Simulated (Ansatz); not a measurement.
# C₃H₉MgN: one species, many methods

One table from this session's results is given with a row withheld; the runs are named, their logs left out.

Method: functionals in def2-TZVPP, the program's frozen cores in correlated methods; program: Ansatz 0.2.0, Gaussian basis.

Levels to be run: LDA (SPW92), PBE-D4, revPBE-D4, BLYP-D4, r2SCAN-D4, B97M-V, PBE0-D4, B3LYP-D4, r2SCANh-D4, r2SCAN0-D4, HSE06-D4, BHLYP-D4, CAM-B3LYP-D4, LC-ωPBE, ωB97X-V, ωB97M-V, B2PLYP, PBE-QIDH; CCSD(T)/def2-SVP; CCSD(T)/def2-TZVPP; MP2/def2-QZVPP; extrapolation to the limit; RPA on PBE.

## The relaxed structure

The geometry comes from an earlier relaxation with PBE0-D4 in a triple-zeta def2 set; it is a stationary point, not always the lowest conformer.

14 atoms, charge 0, spin multiplicity 1.

Atoms are counted from 1 here; the program's logs count them from 0.

Bond lengths: C1–Mg2 2.078 Å, C1–H6 1.094 Å, C1–H7 1.095 Å, C1–H8 1.095 Å, Mg2–N3 1.903 Å, N3–C4 1.438 Å, N3–C5 1.438 Å, C4–H9 1.104 Å, C4–H10 1.096 Å, C4–H11 1.104 Å, C5–H12 1.104 Å, C5–H13 1.097 Å, C5–H14 1.104 Å. Angles: Mg2–C1–H6 111.8°, Mg2–C1–H7 111.6°, Mg2–C1–H8 111.6°, H6–C1–H7 107.2°, H6–C1–H8 107.2°, H7–C1–H8 107.1°, C1–Mg2–N3 180.0°, Mg2–N3–C4 124.8°, Mg2–N3–C5 124.7°, C4–N3–C5 110.5°, N3–C4–H9 112.5°, N3–C4–H10 111.6°, N3–C4–H11 112.5°, H9–C4–H10 106.8°, H9–C4–H11 106.3°, H10–C4–H11 106.8°, N3–C5–H12 112.5°, N3–C5–H13 111.6° and more.

The first run:

Contents of in.yaml:

```yaml
crystal:
  periodic: [false, false, false]
  atoms:
    - {symbol: C, position_ang: [-1.949364, 2.266384, 1.117416]}
    - {symbol: Mg, position_ang: [-0.679650, 0.790161, 0.390854]}
    - {symbol: N, position_ang: [0.482123, -0.562976, -0.274249]}
    - {symbol: C, position_ang: [0.724095, -0.823650, -1.667124]}
    - {symbol: C, position_ang: [1.240092, -1.467943, 0.546207]}
    - {symbol: H, position_ang: [-1.426609, 3.216658, 1.262561]}
    - {symbol: H, position_ang: [-2.384509, 1.985380, 2.081607]}
    - {symbol: H, position_ang: [-2.781661, 2.455707, 0.432286]}
    - {symbol: H, position_ang: [0.441446, -1.850357, -1.960015]}
    - {symbol: H, position_ang: [0.154337, -0.142538, -2.310375]}
    - {symbol: H, position_ang: [1.787687, -0.705547, -1.940281]}
    - {symbol: H, position_ang: [0.981915, -2.525272, 0.358585]}
    - {symbol: H, position_ang: [1.069229, -1.284766, 1.613716]}
    - {symbol: H, position_ang: [2.328068, -1.380341, 0.377613]}
basis:
  gaussian: {orbitals: def2-TZVPP}
hamiltonian: {xc: lda}
output: {orbitals: {seedname: orbitals}}
```

Steps of the session up to this table: LDA; PBE-D4 (GGA); revPBE-D4 (GGA); BLYP-D4 (GGA); r2SCAN-D4 (meta-GGA); B97M-V (meta-GGA); PBE0-D4 (hybrid); B3LYP-D4 (hybrid); r2SCANh-D4 (hybrid); r2SCAN0-D4 (hybrid); HSE06-D4 (hybrid); BHLYP-D4 (hybrid); CAM-B3LYP-D4 (range-separated); LC-ωPBE-D4 (range-separated; the results give it without D4); ωB97X-V (range-separated); ωB97M-V (range-separated); B2PLYP (double hybrid); PBE-QIDH (double hybrid).

One table of the session follows, with a row left open; its other results are not shown here.

It belongs to the step «Frontier levels by functional». 

| functional | HOMO (eV) | gap (eV) |
| --- | --- | --- |
| LDA (SPW92) | -4.23 | 2.68 |
| PBE-D4 | -4.10 | 2.72 |
| revPBE-D4 | -4.04 | 2.76 |
| BLYP-D4 | -4.00 | 2.67 |
| r2SCAN-D4 | -4.29 | 3.33 |
| B97M-V | -4.40 | 3.00 |
| PBE0-D4 | -5.31 | 4.62 |
| B3LYP-D4 | ? | ? |
| r2SCANh-D4 | -4.75 | 4.01 |
| r2SCAN0-D4 | -5.46 | 5.01 |
| HSE06-D4 | -4.91 | 3.87 |
| BHLYP-D4 | -6.50 | 6.35 |
| CAM-B3LYP-D4 | -6.69 | 6.71 |
| LC-ωPBE | -7.99 | 9.04 |
| ωB97X-V | -7.68 | 8.57 |
| ωB97M-V | -7.61 | 8.06 |

**Question.** Estimate the row for B3LYP-D4.

Worked estimate for «HOMO (eV)». Against the share of exact exchange, BLYP-D4 (0, -4.00), BHLYP-D4 (0.5, -6.50) give a slope of -5.00 per unit share; at 0.2 the line stands at -5.00.

The run gave: HOMO (eV): -5.13; gap (eV): 4.18. In «HOMO (eV)» the line misses by +0.13.
